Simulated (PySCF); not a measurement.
# RuNBr: singlet, from a linear start

Where does singlet RuNBr go from a linear start, is the end point a minimum, and what are its modes, charges and moments?

Method: PBE0, basis Ru def2-TZVP with ECP28, N def2-TZVP, Br def2-TZVP, scalar-relativistic core potentials, no spin–orbit coupling, density fitting; program: PySCF 2.14.0.

## 1. Starting geometry

3 atoms, charge 0, spin multiplicity 1.

Bond lengths: Ru1–N2 1.740 Å, Ru1–Br3 2.390 Å. Angles: N2–Ru1–Br3 180.0°.

```xyz
3
charge 0 multiplicity 1
Ru    0.0000    0.0000   -0.8431
N     0.0000    0.0000   -2.5831
Br    0.0000    0.0000    1.5469
```

## 2. Linear start, singlet: relaxation

One driver script runs all steps and calls PySCF; scf.py shows how it sets up the SCF of each step. The optimiser is the driver's own. Before each start the driver seeks the lowest SCF state from one or more starting densities and follows internal instabilities, so scf.py alone need not reach the same state.

The program finds C∞v symmetry in the start, which this walk keeps.

Input file scf.py:

```python
from pyscf import gto, scf, dft
mol = gto.M(atom='''
Ru     0.000000     0.000000    -0.843058
N      0.000000     0.000000    -2.583058
Br     0.000000    -0.000000     1.546942''',
    basis={'Ru': 'def2-TZVP', 'N': 'def2-TZVP', 'Br': 'def2-TZVP'},
    ecp={'Ru': 'def2-TZVP'},
    charge=0, spin=0)
mf = dft.RKS(mol, xc='PBE0')
mf.grids.atom_grid = (50, 194)
aux = {'Ru': 'def2-universal-JKFIT', 'N': 'def2-universal-JKFIT', 'Br': 'def2-universal-JKFIT'}
mf = mf.density_fit(auxbasis=aux)
mf.kernel()
```

Steps of the walk:

```
step   energy (Eh)  change (kJ/mol)  largest symmetric gradient (Eh/bohr)
   0  -2723.407880             0.00                               0.17077
   1  -2723.444101           -95.10                               0.03112
   2  -2723.444700           -96.67                               0.01979
   3  -2723.444944           -97.31                               0.00308
   4  -2723.444956           -97.34                               0.00035
   5  -2723.444957           -97.34                               0.00006
```

The walk took 11 s on 4 threads, shared host.

Geometry (Å) and forces (eV/Å) at some steps:

```
step 0
Ru   0.000   0.000  -0.843   0.000   0.000  -8.781
N    0.000   0.000  -2.583   0.000   0.000   8.447
Br   0.000   0.000   1.547   0.000   0.000   0.335
step 1
Ru   0.000   0.000  -0.928   0.000   0.000   1.129
N    0.000   0.000  -2.452   0.000   0.000  -1.600
Br   0.000   0.000   1.501   0.000   0.000   0.471
step 3
Ru   0.000   0.000  -0.931   0.000   0.000  -0.159
N    0.000   0.000  -2.475   0.000   0.000   0.084
Br   0.000   0.000   1.526   0.000   0.000   0.075
step 5
Ru   0.000   0.000  -0.934   0.000   0.000   0.002
N    0.000   0.000  -2.476   0.000   0.000  -0.003
Br   0.000   0.000   1.530   0.000   0.000   0.002
```

End point (C∞v, 5 steps, 97.3 kJ/mol gained): Ru–Br 2.464 Å, Ru–N 1.543 Å; Br–Ru–N 180.0°.

## 3. Hessian and properties

The point is checked on the finer grid, and tightened if its gradient asks for it. The Hessian and the dipole derivatives come from central differences of analytic gradients, with steps of 0.01 bohr.

scf.py, as its differences from that of step 2:

```diff
@@ -3,3 +3,3 @@
-Ru     0.000000     0.000000    -0.843058
-N      0.000000     0.000000    -2.583058
-Br     0.000000    -0.000000     1.546942''',
+Ru    -0.000000     0.000000    -0.887130
+N     -0.000000    -0.000000    -2.429781
+Br     0.000000     0.000000     1.576697''',
@@ -10 +10 @@
-mf.grids.atom_grid = (50, 194)
+mf.grids.atom_grid = (75, 302)
```

The driver hands on the density of the step before, so the log starts near convergence.

SCF at the final geometry:

```text
init E= -2723.44489418783
  HOMO = -0.276103428747033  LUMO = -0.131469521461467  gap/eV = 3.93569
cycle= 1 E= -2723.44489418741  delta_E= 4.19e-10  |g|= 4.9e-05  |ddm|= 3.25e-05
  HOMO = -0.276097096312997  LUMO = -0.131470966139583  gap/eV = 3.93548
cycle= 2 E= -2723.4448941801  delta_E= 7.31e-09  |g|= 0.000207  |ddm|= 0.000106
  HOMO = -0.276104570147389  LUMO = -0.131471328864163  gap/eV = 3.93567
cycle= 3 E= -2723.44489418783  delta_E= -7.74e-09  |g|= 1.19e-05  |ddm|= 8.42e-05
  HOMO = -0.276103099891213  LUMO = -0.131470386530424  gap/eV = 3.93566
cycle= 4 E= -2723.44489418786  delta_E= -2.73e-11  |g|= 1.26e-07  |ddm|= 1.22e-05
  HOMO = -0.276103080352319  LUMO = -0.131470368134528  gap/eV = 3.93566
Extra cycle  E= -2723.44489418787  delta_E= -6.37e-12  |g|= 1.59e-07  |ddm|= 3.86e-07
converged SCF energy = -2723.44489418787
```

The whole step took 23 s.

Geometry: C∞v; Ru–Br 2.464 Å, Ru–N 1.543 Å; Br–Ru–N 180.0°.

Harmonic modes (main isotopes):

```json
{"symmetry": "π", "ω (cm⁻¹)": "101i", "IR (km/mol)": "27.5", "μ (u)": "18.89"}
{"symmetry": "σ+", "ω (cm⁻¹)": "251", "IR (km/mol)": "29.7", "μ (u)": "70.31"}
{"symmetry": "σ+", "ω (cm⁻¹)": "1266", "IR (km/mol)": "138", "μ (u)": "15.56"}
```

2 modes are imaginary, the largest at 101i cm⁻¹: a saddle point, not a minimum.

Properties at this point:

* Dipole moment: 2.09 D
* Highest occupied level: -7.51 eV
* Lowest empty level: -3.58 eV
* Rotational constants: 0.04695 cm⁻¹
* Zero-point energy (real modes): 9.1 kJ/mol
* Principal polarisabilities: 38.4, 38.4, 89.4 bohr³
* Atomisation energy without zero-point energy: 774 kJ/mol
* Principal traceless quadrupole moments about the centre of mass: -5.00, 2.50, 2.50 D Å

Charges (e) and bond orders:

```
atom  Mulliken  Löwdin  polar tensor  Mayer order to Ru1
 Ru1      0.77    0.20          1.26                   –
  N2     -0.35   -0.09         -0.62                2.80
 Br3     -0.42   -0.11         -0.64                1.00
```

Mulliken populations on Ru1 (outside its core potential): s 2.37, p 6.01, d 6.83, f 0.02.

## 4. Downhill along the imaginary mode

The atoms are moved a little along the softest imaginary mode and relaxed again.

The program finds Cs symmetry in the start, which this walk keeps.

scf.py, as its differences from that of step 3:

```diff
@@ -3,3 +3,3 @@
-Ru    -0.000000     0.000000    -0.887130
-N     -0.000000    -0.000000    -2.429781
-Br     0.000000     0.000000     1.576697''',
+Ru     0.055860    -0.000566    -0.887148
+N     -0.249987     0.002534    -2.429799
+Br    -0.027773     0.000282     1.576679''',
@@ -10 +10 @@
-mf.grids.atom_grid = (75, 302)
+mf.grids.atom_grid = (50, 194)
```

The optimiser's trace:

```
step   energy (Eh)  change (kJ/mol)  largest symmetric gradient (Eh/bohr)
   0  -2723.444561             0.00                               0.03979
   1  -2723.445730            -3.07                               0.01708
   2  -2723.446143            -4.15                               0.00414
   3  -2723.446641            -5.46                               0.01495
   4  -2723.446776            -5.82                               0.03968
   5  -2723.447475            -7.65                               0.01885
   6  -2723.448064            -9.20                               0.00890
   7  -2723.448967           -11.57                               0.01259
   8  -2723.449168           -12.10                               0.00507
   9  -2723.449225           -12.24                               0.00165
  10  -2723.449226           -12.25                               0.00109
  11  -2723.449228           -12.25                               0.00006
```

The walk took 22 s.

It settles in Cs symmetry, 12.3 kJ/mol below the start, after 11 steps: Ru–Br 2.413 Å, Ru–N 1.542 Å; Br–Ru–N 135.3°.

## 5. Is it a minimum? Harmonic modes

The same treatment as at the point before.

scf.py, as its differences from that of step 4:

```diff
@@ -3,3 +3,3 @@
-Ru     0.055860    -0.000566    -0.887148
-N     -0.249987     0.002534    -2.429799
-Br    -0.027773     0.000282     1.576679''',
+Ru     0.277057    -0.002809    -0.858278
+N     -0.534980     0.005423    -2.168890
+Br    -0.262828     0.002664     1.493105''',
@@ -10 +10 @@
-mf.grids.atom_grid = (50, 194)
+mf.grids.atom_grid = (75, 302)
```

Log of the central SCF (cycles and frontier levels):

```text
init E= -2723.44917165703
  HOMO = -0.258660759895432  LUMO = -0.133302808553216  gap/eV = 3.41116
cycle= 1 E= -2723.44917165704  delta_E= -1.18e-11  |g|= 3.97e-06  |ddm|= 5.68e-06
  HOMO = -0.258661648959364  LUMO = -0.133303697496459  gap/eV = 3.41116
Extra cycle  E= -2723.44917165703  delta_E= 1.09e-11  |g|= 6.22e-06  |ddm|= 8.49e-06
converged SCF energy = -2723.44917165703
```

The whole step took 34 s.

Geometry: Cs; Ru–Br 2.413 Å, Ru–N 1.542 Å; Br–Ru–N 135.3°.

Modes, for the most abundant isotopes:

| symmetry | ω (cm⁻¹) | IR (km/mol) |
| --- | --- | --- |
| a' | 111 | 9.6 |
| a' | 275 | 30.9 |
| a' | 1273 | 120 |

No imaginary mode, so this is a minimum.

Properties at this point:

- Dipole moment: 3.20 D
- Highest occupied level: -7.04 eV
- Lowest empty level: -3.63 eV
- Rotational constants: 1.37, 0.05238, 0.05045 cm⁻¹
- Zero-point energy: 9.9 kJ/mol
- Principal polarisabilities: 41.1, 43.1, 82.9 bohr³
- Atomisation energy without zero-point energy: 785 kJ/mol
- Principal traceless quadrupole moments about the centre of mass: -5.15, 0.36, 4.79 D Å
- Entropy at 298.15 K and 1 bar: 302.0 J/(mol K)
- Heat capacity Cp at 298.15 K: 49.3 J/(mol K)
- Enthalpy at 298.15 K above 0 K: 13.01 kJ/mol
- Rotational symmetry number: 1

Populations by atom (charges in e):

| atom | Mulliken | Löwdin | polar tensor | Mayer order to Ru1 |
| --- | --- | --- | --- | --- |
| Ru1 | 0.83 | 0.18 | 1.18 | – |
| N2 | -0.38 | -0.10 | -0.60 | 2.78 |
| Br3 | -0.45 | -0.08 | -0.59 | 0.88 |

Mulliken populations on Ru1 (outside its core potential): s 2.25, p 6.08, d 6.82, f 0.02.

## 6. Stability of the closed shell

At the lowest minimum the closed shell is tested against spin polarisation, on the (50, 194) grid. It is stable.

## 7. All stationary points

| spin | group | bonds | imaginary modes (cm⁻¹) | ΔE (kJ/mol) | with zero-point energy |
| --- | --- | --- | --- | --- | --- |
| singlet | Cs | Ru–Br 2.413 Å, Ru–N 1.542 Å | none | 0.0 | 0.0 |
| singlet | C∞v | Ru–Br 2.464 Å, Ru–N 1.543 Å | 101i, 101i | 11.2 | – |

## 8. Outcome

```
                                 quantity                                        value
                                  minimum                                  singlet, Cs
                                 geometry  Ru–Br 2.413 Å, Ru–N 1.542 Å; Br–Ru–N 135.3°
                       wavenumbers (cm⁻¹)                111 (a'), 275 (a'), 1273 (a')
                            dipole moment                                       3.20 D
     highest occupied, lowest empty level                              -7.04, -3.63 eV
               polar-tensor charge of Ru1                                      +1.18 e
                        zero-point energy                                   9.9 kJ/mol
                      entropy at 298.15 K                              302.0 J/(mol K)
atomisation energy (no zero-point energy)                                   785 kJ/mol
```

**Reading.** The linear start (C∞v) ends in a minimum of Cs symmetry, after a stop at a second-order saddle point 11.2 kJ/mol higher, from which it was pushed off along an imaginary mode. In the infrared the band at 1273 cm⁻¹ (a', stretch) leads. Only this shape and spin were tried, so other structures or states may lie lower.

The search up to here took 1.7 min on 4 threads, shared host.
